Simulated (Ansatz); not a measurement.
Run this with Ansatz 0.2.0 through its Python package and show what comes out.

The script, `hfbesi.py`:
```python
"""DFPT phonons of HfBeSi."""

from pathlib import Path

import ansatz
from ase import Atoms
import numpy as np


def main() -> None:
    atoms = Atoms(
        ["Hf", "Hf", "Be", "Be", "Si", "Si"],
        scaled_positions=[
            (0.0, 0.0, 0.0),
            (0.0, 0.0, 0.5),
            (1 / 3, 2 / 3, 0.25),
            (2 / 3, 1 / 3, 0.75),
            (1 / 3, 2 / 3, 0.75),
            (2 / 3, 1 / 3, 0.25),
        ],
        cell=[
            (3.693373, 0.0, 0.0),
            (-1.846687, 3.198555, 0.0),
            (0.0, 0.0, 7.105346),
        ],
        pbc=True,
    )
    crystal = ansatz.Crystal.from_ase(atoms)

    setup = (
        crystal.calculation()
        .functional("pbesol")
        .pseudopotentials("paw")
        .occupations("Marzari-Vanderbilt", width=0.15)
        .scf(tolerance=1e-09)
        .kpoints(10, 10, 6)
        .phonons("dfpt")
    )
    res = setup.run(threads=1, runs_dir="runs")
    ph = res.phonons

    print("Gamma modes (1/cm):", " ".join(f"{w:.1f}" for w in ph.gamma_omega_inv_cm))
    print("in meV:", " ".join(f"{w * 0.1239842:.2f}" for w in ph.gamma_omega_inv_cm))


if __name__ == "__main__":
    main()
```

```console
$ python hfbesi.py
DeckWarning: basis.ecutwfc = 420 eV, auto-derived from the records' recommended cutoffs: set by Hf (normal level)
Gamma modes (1/cm): 0.0 0.0 0.0 127.3 127.3 148.2 273.4 273.4 279.7 288.1 295.3 295.3 355.3 358.0 676.8 676.8 684.7 684.7
in meV: 0.00 0.00 0.00 15.79 15.79 18.37 33.90 33.90 34.68 35.72 36.62 36.62 44.05 44.39 83.92 83.92 84.89 84.89
```
(Warnings from the package without file and line.)

Caveats:
- The cell isn't relaxed first, so the values belong to this volume.
- Spin-orbit coupling, which matters for elements this heavy, is left out.
- The structure comes from a database of computed cells and needn't be a stable or known phase.
- The structure is taken as given; imaginary modes can come from an unrelaxed or unstable start. Phonons of metals also depend on mesh and smearing.
- Timing: 14 min on 1 thread of Arm Neoverse V1 (shared host), peak memory 1.9 GiB.
